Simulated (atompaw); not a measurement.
# Pseudopotential generation for ruthenium: PAW (atompaw), LDA (PW92)

Aim: build the potential from the settings below, then test how well it stands in for the atom: scattering, ghost states and the plane-wave cutoff that it needs.

Method: atompaw 4.2.0.5, LDA (PW92), scalar-relativistic.

### Step 1. Starting point

Typed settings, in words:

```
element                 : ruthenium (Ru, Z = 44)
type                    : PAW
frozen core             : [Ar] 3d10 4s2
valence charge          : 14
reference configuration : 4p6 4d7 5s1 5p0
partial waves           : 5s (bound): rc 2.30 bohr; 5s channel at 3.85 Ry: rc 2.30 bohr; 4p (bound): rc 2.00 bohr; 5p (bound, empty): rc 2.05 bohr; 4d (bound): rc 2.30 bohr; 4d channel at 1.85 Ry: rc 2.30 bohr
local potential         : bessel scheme, radius 1.95 bohr
core correction         : smooth core density matched at 1.25 bohr
augmentation charge     : besselshape compensation charge, radius 2.10 bohr; PAW radius 2.30 bohr; waves and projectors: custom rrkj gramschmidtortho
```

The outer shells as boxes (Hund's rule for the drawing; the calculation is spin-unpolarised):

```
[Ar] core
3d [↑↓][↑↓][↑↓][↑↓][↑↓]
4s [↑↓]
4p [↑↓][↑↓][↑↓]
4d [↑↓][↑↓][↑ ][↑ ][↑ ]
5s [↑ ]
5p [  ][  ][  ]
```

The nodes and maxima of the atom's own shells, from an earlier all-electron run, set the scale for the radii.

All-electron outer shells of the reference configuration (LDA (PW92), scalar-relativistic, ld1.x):

```tsv
shell	level (eV)	outermost node (bohr)	outermost maximum (bohr)
3d	-273.48	–	0.30
4s	-76.44	0.48	0.91
4p	-46.53	0.49	0.98
4d	-5.40	0.48	1.21
5s	-4.51	1.24	2.73
5p	-1.03	1.41	3.82
```

### Step 2. Generating the potential

Input file Ru.input:

```
Ru 44
LDA-PW scalarrelativistic loggrid 1500 logderivrange -5 5 251
5 5 4 0 0 0
5 0 1
5 1 0
4 2 7
0 0 0
c
c
c
c
v
c
c
v
v
c
v
2
2.30 2.10 1.95 1.25
y
3.85
n
n
y
1.85
n
custom rrkj gramschmidtortho besselshape
bessel
2.30
2.30
2.00
2.05
2.30
2.30
PWSCFOUT
UPFDX 0.0125d0 UPFXMIN -7.d0 UPFZMESH 44.d0
END
```

Run with:

```console
$ atompaw < Ru.input > Ru.log
```

**Question.** What will these runs give? Wanted: cutoffs for 10 and 1 mRy, occupied levels; bound ghosts; largest phase difference near zero energy, channels read; lowest eigenvalue of the overlap; share of valence orbitals outside the PAW sphere; UPF file.

As calculated:

```
                                                quantity                              value
               cutoffs for 10 and 1 mRy, occupied levels                    21 Ry and 35 Ry
                                            bound ghosts                         none found
largest phase difference near zero energy, channels read                          0.007 rad
         lowest eigenvalue of the overlap (Bessel basis)                          0.083 (p)
        share of valence orbitals outside the PAW sphere  5s 80 %, 4p 1 %, 5p 95 %, 4d 19 %
                                                UPF file                            written
```

In words: The potential is soft on the atom at that tolerance: the looser tolerance needs 21 Ry. That counts occupied waves only; other projectors can need more. The Bessel-basis test finds no level below the valence levels. Near zero energy the phases of the channels with partial waves agree within 0.007 rad. All of this concerns the isolated atom, not yet a solid.
